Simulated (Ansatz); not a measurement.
**F2H2NSV: basis-set convergence**

How large a basis does F2H2NSV need? Two functionals are run in growing sets.

Computed with Ansatz 0.2.0, Gaussian basis. Level: one geometry, several basis sets.

The runs, in order: PBE0-D4/def2-SVP; ωB97M-V/def2-SVP; PBE0-D4/def2-QZVPP; ωB97M-V/def2-QZVPP; the functionals' def2-TZVPP values are taken from earlier runs.

### Step 1. The geometry

All runs share one geometry, relaxed beforehand with PBE0-D4 in a triple-zeta def2 set.

SMILES `[NH2][V]([F])([F])=[S]`, 7 atoms, charge 0, spin multiplicity 1.

Atoms are counted from 1 here; the program's logs count them from 0.

Bond lengths: N1–V2 1.795 Å, N1–H6 1.008 Å, N1–H7 1.014 Å, V2–F3 1.727 Å, V2–F4 1.727 Å, V2–S5 1.990 Å. Angles: V2–N1–H6 128.4°, V2–N1–H7 119.0°, H6–N1–H7 112.6°, N1–V2–F3 109.6°, N1–V2–F4 109.6°, N1–V2–S5 105.0°, F3–V2–F4 108.8°, F3–V2–S5 111.9°, F4–V2–S5 111.9°.

### Step 2. PBE0-D4 in def2-SVP

The input, in.yaml:

```yaml
crystal:
  periodic: [false, false, false]
  atoms:
    - {symbol: N, position_ang: [-0.554045, 0.850399, 0.401226]}
    - {symbol: V, position_ang: [0.328252, -0.571297, -0.248416]}
    - {symbol: F, position_ang: [0.628837, -1.698850, 1.025189]}
    - {symbol: F, position_ang: [-0.629287, -1.343522, -1.461092]}
    - {symbol: S, position_ang: [2.016949, 0.167839, -0.997303]}
    - {symbol: H, position_ang: [-0.271819, 1.817593, 0.396556]}
    - {symbol: H, position_ang: [-1.457787, 0.709637, 0.838340]}
basis:
  gaussian: {orbitals: def2-SVP}
hamiltonian: {xc: pbe0, dispersion: d4}
output: {orbitals: {seedname: orbitals}}
```

Command:

```bash
$ ansatz run in.yaml --threads 4 --pin off --events-out ev --progress --plain --max-ram 10444MiB
```

After this run come: ωB97M-V in def2-SVP; PBE0-D4 in def2-QZVPP; ωB97M-V in def2-QZVPP.

Q: Predict the results of all the runs planned. Wanted: PBE0-D4: double and triple zeta above quadruple; ωB97M-V: double and triple zeta above quadruple.

As calculated:

| quantity | value |
| --- | --- |
| PBE0-D4: double and triple zeta above quadruple | 17.16, 1.21 eV |
| ωB97M-V: double and triple zeta above quadruple | 17.25, 1.14 eV |

What this shows: PBE0-D4 gains 15.95 eV from double to triple zeta, then 1.21 eV more. Total energies overstate the basis error of differences, where much of it tends to cancel.
